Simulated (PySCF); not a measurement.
# C3H6ClFSi: the cost of one run

The runs use PySCF 2.14.0, with density-fitted response routines of our own; the level of theory stands in each step. All values are computed, except where a source is named. Atoms count from 0, in the outputs and in this text.

### Step 1. Starting geometry

12 atoms, charge 0, multiplicity 1; geometry from: PBE0-D3(BJ)/def2-SVP.

Bonds of the start (Å): C0–C1 1.33, C1–F2 1.35, C1–Si3 1.89, Si3–C4 1.89, C4–Cl5 1.79, C0–H6 1.09, C0–H7 1.09, Si3–H8 1.49, Si3–H9 1.49, C4–H10 1.10, C4–H11 1.10.

### Step 2. NMR shieldings: HF/pcSseg-1

The job: settings as JSON, then the geometry in Å.

```
{"job": {"kind": "nmr", "xc": "HF", "basis": "pcSseg-1", "pop": false}, "charge": 0, "multiplicity": 1}
C      2.263226     0.528621    -0.088774
C      0.973887     0.724256    -0.361903
F      0.512408     1.980716    -0.536682
Si    -0.368246    -0.591929    -0.531305
C     -1.724457    -0.217042     0.729942
Cl    -3.051689    -1.405825     0.559985
H      2.640902    -0.484413     0.058634
H      2.961382     1.366948    -0.009831
H     -0.957179    -0.542281    -1.899030
H      0.242452    -1.924376    -0.264241
H     -2.139261     0.789724     0.574780
H     -1.344108    -0.272782     1.760300
```

With the program's defaults for keys left out, this is: GIAO HF/pcSseg-1 NMR shielding, non-relativistic, gas phase.

Run with:

```console
$ OMP_NUM_THREADS=1 python probes_run.py task.json out
```

This one command runs all jobs of the session in turn.

**Question.** How long does this first job take on 1 thread of Arm Neoverse V1, shared host, and how much memory does it need?

About 9 s, with a peak of 0.88 GiB.
